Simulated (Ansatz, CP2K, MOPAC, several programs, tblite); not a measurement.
Energy against volume for NaCaI3 in the cubic perovskite structure, at fixed shape and fractional coordinates, computed by several methods (PBE and r2SCAN, where shown, with plane waves in Ansatz); the cell shown is that of r2SCAN. The symmetry is Pm-3m (No. 221, cubic); a = 6.126 Å in the conventional setting, 45.98 Å³ an atom. Na has 12 I at 4.33 Å; Ca has 6 I at 3.06 Å; I has 2 Ca at 3.06 Å and 4 Na at 4.33 Å. Spin-unpolarised throughout. Whether this structure exists isn't addressed. Energies count from each curve's lowest point; fits are third-order Birch-Murnaghan.

```
Na Ca I
1.0
     6.12590    0.00000    0.00000
     0.00000    6.12590    0.00000
     0.00000    0.00000    6.12590
Na Ca I
1 1 3
Cartesian
  0.0000 0.0000 0.0000
  3.0629 3.0629 3.0629
  3.0629 3.0629 0.0000
  3.0629 0.0000 3.0629
  0.0000 3.0629 3.0629
```

PBE/SZV (CP2K), on the shape of the cell shown:
```
V (Å³/atom)  E (meV/atom)
     40.460        200.71
     43.218        105.99
     45.977         47.02
     48.735         13.67
     51.494          0.00
```
The lowest point is an end point, so the minimum isn't bracketed.

PBE/DZVP (CP2K), on the shape of the cell shown:
```tsv
V (Å³/atom)	E (meV/atom)
40.460	48.73
43.218	12.27
45.977	0.00
48.735	4.75
51.494	22.27
```
V₀ = 46.44 Å³ an atom and B₀ = 16 GPa.

GFN2-xTB (tblite), on the shape of the cell shown, as a cluster of 40 atoms at the zone centre:
```tsv
V (Å³/atom)	E (meV/atom)
40.460	169.55
43.218	43.66
45.977	2.35
48.735	0.00
51.494	14.89
```
The points scatter about a smooth fit, so no fit is quoted.

PM7 (MOPAC), on the shape of the cell shown, as a cluster of 40 atoms at the zone centre:
```csv
V (Å³/atom),E (meV/atom)
40.460,0.00
43.218,0.89
45.977,32.02
48.735,80.22
51.494,138.92
```
The lowest point is an end point, so the minimum isn't bracketed.

Q: r2SCAN, on the shape of its own relaxed cell, gives
```
V (Å³/atom)  E (meV/atom)
     43.218          9.61
     44.598          2.27
     45.977          0.00
     47.356          2.02
     48.735          7.69
```
What equilibrium volume and bulk modulus follow?

A: V₀ = 45.98 Å³ an atom and B₀ = 17 GPa.
